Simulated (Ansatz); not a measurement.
Here is an Ansatz input file for PbF2, space group Fm-3m. Write the same calculation for the Python package.

```yaml
crystal:
  lattice:
    a: 4.191248
    b: 4.191248
    c: 4.191248
    alpha: 60.0
    beta: 60.0
    gamma: 60.0
  atoms:
    - { symbol: Pb, position: [0.0, 0.0, 0.0] }
    - { symbol: F, position: [0.25, 0.25, 0.25] }
    - { symbol: F, position: [0.75, 0.75, 0.75] }
basis:
  ecutwfc: 420.0
kpoints:
  mp_grid:
    grid: [5, 5, 5]
    shift: [0.0, 0.0, 0.0]
hamiltonian:
  xc: pbe
scf:
  occupations:
    method: fixed
dielectric: {}
```

The script, `eps.py`:
```python
# -*- coding: utf-8 -*-
"""High-frequency dielectric tensor and Born charges of PbF2."""

import ansatz as az
import numpy as np

crystal = (
    az.Lattice.from_parameters(4.191248, 4.191248, 4.191248, alpha=60.0, beta=60.0, gamma=60.0)
    .atom("Pb", (0.0, 0.0, 0.0))
    .atom("F", (0.25, 0.25, 0.25))
    .atom("F", (0.75, 0.75, 0.75))
)

# an insulator: whole occupations
base = (
    crystal.calculation()
    .functional("pbe")
    .basis(420)  # cutoff of the orbital basis
    .kpoints(mesh=(5, 5, 5), center="gamma")
    .occupations("fixed")  # no smearing
    .dielectric()
)
done = base.run(threads=1)
response = done.dielectric
eps = np.asarray(response.eps_inf)

print(f"mean eps_inf {np.trace(eps) / 3:.3f}, fraction of exact exchange 1/eps = {3 / np.trace(eps):.3f}")
print(np.array2string(eps, precision=3, suppress_small=True))
for index, (site, z) in enumerate(zip(done.lattice.sites, response.zstar_e)):
    print("Born charge tensor of", site.symbol, index)
    print(np.round(z, 3) + 0.0)
print(f"charge neutrality missed by {response.zstar_sum_residual_pre_e:.4f} e before the sum rule")
```

```console
$ python eps.py
mean eps_inf 3.330, fraction of exact exchange 1/eps = 0.300
[[ 3.33  0.   -0.  ]
 [ 0.    3.33 -0.  ]
 [-0.   -0.    3.33]]
Born charge tensor of Pb 0
[[3.198 0.    0.   ]
 [0.    3.198 0.   ]
 [0.    0.    3.198]]
Born charge tensor of F 1
[[-1.599  0.     0.   ]
 [ 0.    -1.599  0.   ]
 [ 0.     0.    -1.599]]
Born charge tensor of F 2
[[-1.599  0.     0.   ]
 [ 0.    -1.599  0.   ]
 [ 0.     0.    -1.599]]
charge neutrality missed by 0.0010 e before the sum rule
```

Notes:
- The Fermi level of a run with fixed occupations marks the highest occupied state on its mesh, not mid-gap.
- Of the deposited cell: the entry's cell lengths or inner coordinates differ somewhat from later room-temperature determinations.
- Pressure is positive in compression.
- Spin-orbit coupling, which matters for elements this heavy, is left out.
- The structure is a deposited one; some such entries were measured under pressure or heat, so a shift against it needn't be the functional's error alone.
- This is the electronic (clamped-ion) response; a semilocal gap that is too small tends to raise it. The typed mesh is that of the SCF; the response is solved on denser meshes that the run picks.
- Timing: 34 s on 1 thread of Arm Neoverse V1 (shared host), peak memory 0.51 GiB.

(A comment or docstring line of the script was reworded after the run, the code is as it ran; lines on the test bed's own set-up are left out of the output.)
